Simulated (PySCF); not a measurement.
# 2-fluorothiophenol: NMR shifts and electronic excitations in gas and solvents, part 2 of 2

PySCF 2.14.0. Atoms count from 0. Earlier steps stand in the parts before.

## Step 5: Excited states and response: CAM-B3LYP/def2-SVPD

What the job is given:

```
{"job": {"kind": "uv", "xc": "CAM-B3LYP", "basis": "def2-SVPD", "dynamic": true, "nstates": 6, "ntriplets": 0}, "charge": 0, "multiplicity": 1}
F      1.088449     2.199568     0.182139
C      0.422489     1.039622     0.158632
C     -0.643718     0.857521     1.026348
C     -1.342275    -0.348039     1.009761
C     -0.959616    -1.355198     0.124876
C      0.114677    -1.160732    -0.738685
C      0.826534     0.044987    -0.737925
S      2.170096     0.268007    -1.854202
H     -0.910337     1.670749     1.704049
H     -2.183714    -0.497200     1.689214
H     -1.499619    -2.304149     0.105458
H      0.414740    -1.953196    -1.428566
H      2.532638     1.480889    -1.390654
```

With the program's defaults for keys left out, this is: TDDFT CAM-B3LYP/def2-SVPD, vertical, gas phase, core orbitals frozen in the response.

What it wrote:

```text
coarse grid: 12328 points
cycle   1  E = -729.0325159686  dE =  1.511e+00  |g| = 4.857e-01  |ddm| = 9.413e+00
cycle   2  E = -729.0255384926  dE =  6.977e-03  |g| = 5.674e-01  |ddm| = 2.319e+00
cycle   3  E = -729.0867584425  dE = -6.122e-02  |g| = 6.104e-02  |ddm| = 1.120e+00
cycle   4  E = -729.0875599864  dE = -8.015e-04  |g| = 2.979e-02  |ddm| = 2.606e-01
cycle   5  E = -729.0877863537  dE = -2.264e-04  |g| = 7.708e-03  |ddm| = 1.136e-01
cycle   6  E = -729.0878005779  dE = -1.422e-05  |g| = 2.255e-03  |ddm| = 2.658e-02
cycle   7  E = -729.0878019432  dE = -1.365e-06  |g| = 7.013e-04  |ddm| = 7.725e-03
final grid: 117464 points
cycle   8  E = -729.1842526302  dE = -2.856e-05  |g| = 3.740e-03  |ddm| = 1.350e-01
cycle   9  E = -729.1842519156  dE =  7.146e-07  |g| = 4.426e-03  |ddm| = 1.868e-02
cycle  10  E = -729.1842559023  dE = -3.987e-06  |g| = 3.795e-04  |ddm| = 7.928e-03
cycle  11  E = -729.1842559268  dE = -2.456e-08  |g| = 1.574e-04  |ddm| = 1.180e-03
cycle  12  E = -729.1842559332  dE = -6.411e-09  |g| = 2.232e-05  |ddm| = 5.184e-04
cycle  13  E = -729.1842559335  dE = -2.269e-10  |g| = 9.373e-06  |ddm| = 1.433e-04
converged SCF energy = -729.1842559335

Static polarisability (au): isotropic 90.444, principal 55.887 93.069 122.375

Singlet excitations
state   eV       nm        f      main configurations
  1   5.0356    246.2   0.03661   H->L 0.54, H->L+1 0.23, H-1->L 0.12
  2   5.4625    227.0   0.03727   H->L+3 0.41, H->L+5 0.12, H->L+1 0.10
  3   5.5545    223.2   0.15538   H->L+1 0.36, H->L 0.28, H-1->L 0.13
  4   5.9046    210.0   0.01859   H->L+2 0.79, H->L+3 0.13
  5   6.4427    192.4   0.23203   H-1->L 0.54, H->L+1 0.28
  6   6.6867    185.4   0.42150   H-1->L+1 0.70, H-1->L 0.11, H-2->L 0.08
```

It took 77 s on 1 thread of Arm Neoverse N1, shared host; peak memory 0.99 GiB.

The orbitals next to the gap, with their largest atomic shares:

```
orbital      eV                       atoms
 HOMO−3  -11.30   S7 40 %, C6 13 %, C1 10 %
 HOMO−2  -10.26   S7 33 %, C6 18 %, C3 16 %
 HOMO−1   -8.78   C5 20 %, C2 20 %, C4 20 %
   HOMO   -7.75   S7 40 %, C6 15 %, C3 13 %
   LUMO    0.33   C2 18 %, C5 18 %, C6 17 %
 LUMO+1    0.66   C4 21 %, C1 20 %, C3 13 %
 LUMO+2    1.09  S7 53 %, H12 14 %, F0 10 %
```

With each of the 6 states as a Gaussian band of 0.4 eV half-width at 1/e, the curve within the window shown has maxima at 223 nm (ε 8,400), 187 nm (ε 24,000) L/(mol cm). Beyond the last state computed it falls off for lack of states. The curve at chosen wavelengths:

nm, ε (L/mol/cm) and a bar:
```
      177      11203 ##############
      181      18573 #######################
      185      23588 ##############################
      189      23914 ##############################
      193      20087 #########################
      197      14560 ##################
      201       9741 ############
      206       6496 ########
      210       6074 #######
      214       6803 ########
      218       7801 ##########
      222       8388 ##########
      226       8265 ##########
      230       7496 #########
      234       6353 ########
      238       5128 ######
      242       4015 #####
      246       3091 ####
      250       2354 ###
      255       1645 ##
      259       1208 #
      263        864 #
      267        599 #
      271        401 
      275        259 
      279        162
```

Leading natural transition orbitals of singlet state 6: the hole lies on C2, C4, C5 about 21 % each; C1 17 %; F0 7 %; the particle on C1, C4 about 21 % each; C2, C5 about 12 % each; H10 7 %.

Leading natural transition orbitals of singlet state 1: the hole lies on S7 28 %; C1, C3, C6 about 16 % each; C4 9 %; the particle on C2, C5 about 22 % each; C1, C4, C6 about 9 % each; H11 8 %.

Ground-state properties from the same run:

```csv
property,computed
dipole moment (D),1.47
polarisability (Å³),13.40
HOMO–LUMO gap (eV),8.08
−ε(HOMO) (eV),7.75
C6 with itself (au),2972
```

The fields below are evaluated on a grid from the run's orbitals.

Frontier orbitals at CAM-B3LYP/def2-SVPD, with the share of their density that lies nearest to each atom:

```
orbital  energy (eV)                                            lies on
   HOMO        -7.75           S7 41 %; C3, C6 about 13 % each; C1 10 %
   LUMO         0.33  4 C atoms about 17 % each; H8, H11 about 7 % each
```

ELF in a plane through or near 13 of the atoms.

Values, 10 rows by 14 columns:
```
0.00 0.00 0.00 0.00 0.00 0.00 0.00 0.00 0.00 0.00 0.00 0.00 0.00 0.00
0.00 0.00 0.00 0.00 0.00 0.01 0.03 0.00 0.00 0.00 0.00 0.00 0.00 0.00
0.00 0.00 0.00 0.00 0.01 0.97 1.00 0.21 0.37 0.48 0.08 0.00 0.00 0.00
0.00 0.00 0.01 0.60 0.10 0.50 0.66 0.46 0.69 0.40 0.42 0.00 0.00 0.00
0.00 0.00 0.35 1.00 0.98 0.55 0.47 0.72 0.16 0.13 0.20 0.93 0.12 0.00
0.00 0.00 0.01 0.15 0.39 0.92 0.15 0.32 0.31 0.69 0.83 0.93 0.10 0.00
0.00 0.00 0.00 0.62 0.99 0.41 0.73 0.68 0.46 0.61 0.38 0.73 0.07 0.00
0.00 0.00 0.00 0.66 0.98 0.19 0.73 1.00 0.55 0.20 0.80 0.55 0.02 0.00
0.00 0.00 0.00 0.00 0.01 0.00 0.36 0.95 0.31 0.00 0.02 0.00 0.00 0.00
0.00 0.00 0.00 0.00 0.00 0.00 0.00 0.00 0.00 0.00 0.00 0.00 0.00 0.00
```
The map spans 11.7 Å across and 10.1 Å up, centred on the molecule. Atoms in the plane (x, y in Å): F0 (1.7, 1.8), C1 (0.7, 0.9), C2 (-0.6, 1.4), C3 (-1.7, 0.4), C4 (-1.4, -0.9), C5 (-0.1, -1.4), C6 (1.0, -0.5), S7 (2.7, -1.0), H8 (-0.8, 2.4), H9 (-2.7, 0.8), H10 (-2.2, -1.7), H11 (0.2, -2.4), H12 (3.2, 0.2).

On the surface of density 0.002 e/bohr³ the electrostatic potential runs, from the 1st to the 99th percentile, from -0.72 V near S7 to 1.10 V near H12.

## Step 6: TDDFT and polarisability: CAM-B3LYP/def2-SVPD in acetone

Same as in step 5 but for these lines:

```diff
@@ -1,2 +1,2 @@
-{"job": {"kind": "uv", "xc": "CAM-B3LYP", "basis": "def2-SVPD", "dynamic": true, "nstates": 6, "ntriplets": 0}, "charge": 0, "multiplicity": 1}
+{"job": {"kind": "uv", "xc": "CAM-B3LYP", "basis": "def2-SVPD", "solvent": "acetone", "nstates": 6, "ntriplets": 0}, "charge": 0, "multiplicity": 1}
 F      1.088449     2.199568     0.182139
```

Method: TDDFT CAM-B3LYP/def2-SVPD, vertical, IEF-PCM acetone (non-equilibrium linear response), core orbitals frozen in the response.

What it wrote:

```text
coarse grid: 12328 points
cycle   1  E = -729.0396942436  dE =  1.504e+00  |g| = 4.784e-01  |ddm| = 9.482e+00
cycle   2  E = -729.0374232278  dE =  2.271e-03  |g| = 5.445e-01  |ddm| = 2.137e+00
cycle   3  E = -729.0927825656  dE = -5.536e-02  |g| = 5.339e-02  |ddm| = 1.017e+00
cycle   4  E = -729.0933865839  dE = -6.040e-04  |g| = 2.409e-02  |ddm| = 2.050e-01
cycle   5  E = -729.0935206957  dE = -1.341e-04  |g| = 7.053e-03  |ddm| = 8.680e-02
cycle   6  E = -729.0935330044  dE = -1.231e-05  |g| = 1.269e-03  |ddm| = 2.395e-02
cycle   7  E = -729.0935336315  dE = -6.272e-07  |g| = 5.686e-04  |ddm| = 5.183e-03
final grid: 117464 points
cycle   8  E = -729.1899513209  dE = -2.919e-05  |g| = 3.232e-03  |ddm| = 1.349e-01
cycle   9  E = -729.1899513883  dE = -6.739e-08  |g| = 3.537e-03  |ddm| = 1.755e-02
cycle  10  E = -729.1899538667  dE = -2.478e-06  |g| = 4.071e-04  |ddm| = 6.351e-03
cycle  11  E = -729.1899538942  dE = -2.747e-08  |g| = 1.443e-04  |ddm| = 1.078e-03
cycle  12  E = -729.1899538996  dE = -5.384e-09  |g| = 2.480e-05  |ddm| = 5.251e-04
cycle  13  E = -729.1899538998  dE = -2.346e-10  |g| = 1.160e-05  |ddm| = 1.361e-04
converged SCF energy = -729.1899538998

Static polarisability (au): isotropic 126.097, principal 78.298 131.019 168.975

Singlet excitations
state   eV       nm        f      main configurations
  1   5.0739    244.4   0.05258   H->L 0.53, H->L+1 0.23, H-1->L 0.13
  2   5.5021    225.3   0.22163   H->L+1 0.40, H->L 0.32, H-1->L 0.11
  3   5.5904    221.8   0.03776   H->L+3 0.50, H->L+5 0.17
  4   5.9357    208.9   0.02886   H->L+2 0.86
  5   6.3876    194.1   0.34895   H-1->L 0.60, H->L+1 0.30
  6   6.5974    187.9   0.51169   H-1->L+1 0.79
```

It took 55 s on 1 thread of Arm Neoverse N1, shared host; peak memory 1.1 GiB.

This run: HOMO -7.74 eV, LUMO 0.42 eV; lowest singlet 5.07 eV.

## Step 7: Ultraviolet spectrum: CAM-B3LYP/def2-SVPD in chloroform

Same as in step 6 but for these lines:

```diff
@@ -1,2 +1,2 @@
-{"job": {"kind": "uv", "xc": "CAM-B3LYP", "basis": "def2-SVPD", "solvent": "acetone", "nstates": 6, "ntriplets": 0}, "charge": 0, "multiplicity": 1}
+{"job": {"kind": "uv", "xc": "CAM-B3LYP", "basis": "def2-SVPD", "solvent": "chloroform", "nstates": 6, "ntriplets": 0}, "charge": 0, "multiplicity": 1}
 F      1.088449     2.199568     0.182139
```

Level: TDDFT CAM-B3LYP/def2-SVPD, vertical, IEF-PCM chloroform (non-equilibrium linear response), core orbitals frozen in the response.

What it wrote:

```text
coarse grid: 12328 points
cycle   1  E = -729.0379529967  dE =  1.506e+00  |g| = 4.800e-01  |ddm| = 9.466e+00
cycle   2  E = -729.0345254617  dE =  3.428e-03  |g| = 5.498e-01  |ddm| = 2.160e+00
cycle   3  E = -729.0912465385  dE = -5.672e-02  |g| = 5.462e-02  |ddm| = 1.038e+00
cycle   4  E = -729.0918828836  dE = -6.363e-04  |g| = 2.477e-02  |ddm| = 2.112e-01
cycle   5  E = -729.0920292316  dE = -1.463e-04  |g| = 7.021e-03  |ddm| = 9.264e-02
cycle   6  E = -729.0920415236  dE = -1.229e-05  |g| = 1.404e-03  |ddm| = 2.398e-02
cycle   7  E = -729.0920421964  dE = -6.728e-07  |g| = 5.802e-04  |ddm| = 5.512e-03
final grid: 117464 points
cycle   8  E = -729.1884686574  dE = -2.906e-05  |g| = 3.341e-03  |ddm| = 1.349e-01
cycle   9  E = -729.1884685863  dE =  7.112e-08  |g| = 3.724e-03  |ddm| = 1.766e-02
cycle  10  E = -729.1884713503  dE = -2.764e-06  |g| = 3.980e-04  |ddm| = 6.609e-03
cycle  11  E = -729.1884713766  dE = -2.632e-08  |g| = 1.468e-04  |ddm| = 1.081e-03
cycle  12  E = -729.1884713821  dE = -5.508e-09  |g| = 2.438e-05  |ddm| = 5.120e-04
cycle  13  E = -729.1884713823  dE = -2.235e-10  |g| = 1.177e-05  |ddm| = 1.348e-04
converged SCF energy = -729.1884713823

Static polarisability (au): isotropic 115.733, principal 70.438 120.064 156.697

Singlet excitations
state   eV       nm        f      main configurations
  1   5.0576    245.1   0.05980   H->L 0.56, H->L+1 0.21, H-1->L 0.12
  2   5.4770    226.4   0.22124   H->L+1 0.41, H->L 0.29, H-1->L 0.10
  3   5.5601    223.0   0.05022   H->L+3 0.47, H->L+5 0.16
  4   5.9182    209.5   0.02791   H->L+2 0.85
  5   6.3585    195.0   0.36571   H-1->L 0.61, H->L+1 0.29
  6   6.5739    188.6   0.51861   H-1->L+1 0.80
```

Run time: 55 s. Hardware: 1 thread of Arm Neoverse N1, shared host; peak memory 1.1 GiB.

This run: HOMO -7.73 eV, LUMO 0.42 eV; lowest singlet 5.06 eV.

## Step 8: Side by side: NMR shifts

Shifts (ppm) of some atoms, chosen among heavy atoms and hydrogens apart, with basis size and wall time:

```
                        run     C3     C4     C2    H9   H12      F0   S7  functions  time
   PBE0/pcSseg-1 in acetone  132.5  131.7  121.9  7.36  4.97  -119.1  -86        168  31 s
PBE0/pcSseg-1 in chloroform  131.9  131.1  121.5  7.29  4.84  -119.6  -83        168  28 s
```

The continuum's effect on the ground state:

```
   solvent      ε  polarisation energy (Eh)  μ (D)
chloroform   4.71                   -0.0050   1.54
   acetone  20.49                   -0.0070   1.62
```

## Step 9: Side by side: electronic excitations

Excitations and ground-state properties, with basis size and wall time:

| run | lowest singlet (eV) | brightest (eV) | f | gap (eV) | α (Å³) | μ (D) | functions | time |
| --- | --- | --- | --- | --- | --- | --- | --- | --- |
| CAM-B3LYP/def2-SVPD | 5.04 | 6.69 | 0.421 | 8.08 | 13.40 | 1.47 | 210 | 77 s |
| CAM-B3LYP/def2-SVPD in acetone | 5.07 | 6.60 | 0.512 | 8.16 | 18.69 | 1.92 | 210 | 55 s |
| CAM-B3LYP/def2-SVPD in chloroform | 5.06 | 6.57 | 0.519 | 8.15 | 17.15 | 1.81 | 210 | 55 s |

The continuum's effect on the ground state:

```
   solvent      ε  polarisation energy (Eh)  μ (D)
chloroform   4.71                   -0.0046   1.81
   acetone  20.49                   -0.0064   1.92
```

## Step 10: Summary of results

This closing draws on all 2 parts.

```
                                                                  quantity                                         value
                                      rotational constants (main isotopes)                          2.90, 1.55, 1.01 GHz
                           13C shifts against TMS (PBE0/pcSseg-1, acetone)  164.5, 134.8, 132.5, 131.7, 128.9, 121.9 ppm
                            1H shifts against TMS (PBE0/pcSseg-1, acetone)              7.56, 7.41, 7.39, 7.36, 4.97 ppm
                         19F shifts against CFCl3 (PBE0/pcSseg-1, acetone)                                    -119.1 ppm
                           33S shifts against CS2 (PBE0/pcSseg-1, acetone)                                       -86 ppm
                                      lowest singlet (CAM-B3LYP/def2-SVPD)                   5.04 eV (246 nm), f = 0.037
                                  brightest single state of those computed                   state 6, 6.69 eV, f = 0.421
potential on the surface of density 0.002 e/bohr³, 1st and 99th percentile                            -0.72 V and 1.10 V
                                                  range of the shift of S7                                -86 to -83 ppm
                                               range of the lowest singlet                               5.04 to 5.07 eV
```

**Reading.** The start of the PBE0/def2-SVP relaxation was shaken at random by about 0.01 Å, so part of the energy gained, and of the first lengths quoted, undoes that. The optimisation took 9 steps and gained 0.126 eV; among the close pairs (by a distance rule), C2–C3 changed most, from 1.346 to 1.393 Å. At PBE0/pcSseg-1: The largest span, 408 ppm, is at S7, where the paramagnetic term is -473 ppm. NICS(1)zz of -26 ppm above the planar ring from C1 marks a diatropic (aromatic) ring current. The first singlet state (HOMO→LUMO 0.54, HOMO→LUMO+1 0.23) lies at 5.04 eV and is weak; of the 6 states computed, the strongest absorption comes from state 6 at 6.69 eV (the last computed, so partners may be missing). Across the 2 runs the shift of S7 moves most, between -86 (PBE0/pcSseg-1 in acetone) and -83 ppm (PBE0/pcSseg-1 in chloroform). Each shift counts from a reference computed in the same medium, and that reference moves with the solvent too, so shifts and shieldings show the solvent's effect differently. The continuum holds electrostatics alone: no hydrogen bonds to the solvent, and the gas-phase geometry is kept. The lowest singlet runs from 5.04 eV (CAM-B3LYP/def2-SVPD) to 5.07 eV (CAM-B3LYP/def2-SVPD in acetone), while the orbital gap spans 8.08 to 8.16 eV. The lowest state need not be the same one in every run.
